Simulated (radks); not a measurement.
**Lu³⁺ in [Kr] 4d10 4f14 5s1.5 5p6 5f0.5: an all-electron calculation**

One table from this session's results is given with a row withheld; the runs are named, their logs left out.

Method: non-relativistic Kohn-Sham, Tao-Mo meta-GGA, spin-unpolarised, spherical densities, point nucleus. Code: radks (a radial shooting solver on a logarithmic mesh, Libxc functionals) version 1.

## The atom as given

- element: lutetium (Z = 71)
- charge: +3
- electrons: 68
- configuration: [Kr] 4d10 4f14 5s1.5 5p6 5f0.5

The first run:

The run's settings:

```text
Z 71
configuration [Kr] 4d10 4f14 5s1.5 5p6 5f0.5 6s0 5d0
relativity non-relativistic
functional tm,tm
spin unpolarised
nucleus point
```

Command:

```console
python run_ks.py task.json out
```

The same process makes all the runs of this session.

Among the steps run: Self-consistent calculation.

One table of the session follows, with a row left open; its other results are not shown here.

It belongs to the step «Radial structure». From the orbitals of this run (lengths in bohr):

| level | <r> | outermost maximum (interpolated) | 90 % within | nodes |
| --- | --- | --- | --- | --- |
| 1s | 0.02134 | 0.0142 | 0.0379 | 0 |
| 2s | ? | ? | ? | ? |
| 2p | 0.07650 | 0.0600 | 0.124 | 0 |
| 3s | 0.2303 | 0.213 | 0.336 | 2 |
| 3p | 0.2204 | 0.201 | 0.328 | 1 |
| 3d | 0.1939 | 0.159 | 0.300 | 0 |
| 4s | 0.5172 | 0.482 | 0.742 | 3 |
| 4p | 0.5268 | 0.484 | 0.765 | 2 |
| 4d | 0.5501 | 0.483 | 0.826 | 1 |
| 5s | 1.263 | 1.13 | 1.81 | 4 |
| 5p | 1.398 | 1.23 | 2.03 | 3 |
| 4f | 0.6834 | 0.461 | 1.16 | 0 |
| 5d | 1.910 | 1.57 | 2.89 | 2 |
| 6s | 3.062 | 2.81 | 4.36 | 5 |
| 5f | 4.630 | 4.27 | 6.68 | 1 |

Estimate the missing values for 2s.

**Answer.** <r>: 0.09033; outermost maximum (interpolated): 0.0772; 90 % within: 0.138; nodes: 1. In the column «<r>» it lies between 2p (0.07650) and 3d (0.1939).
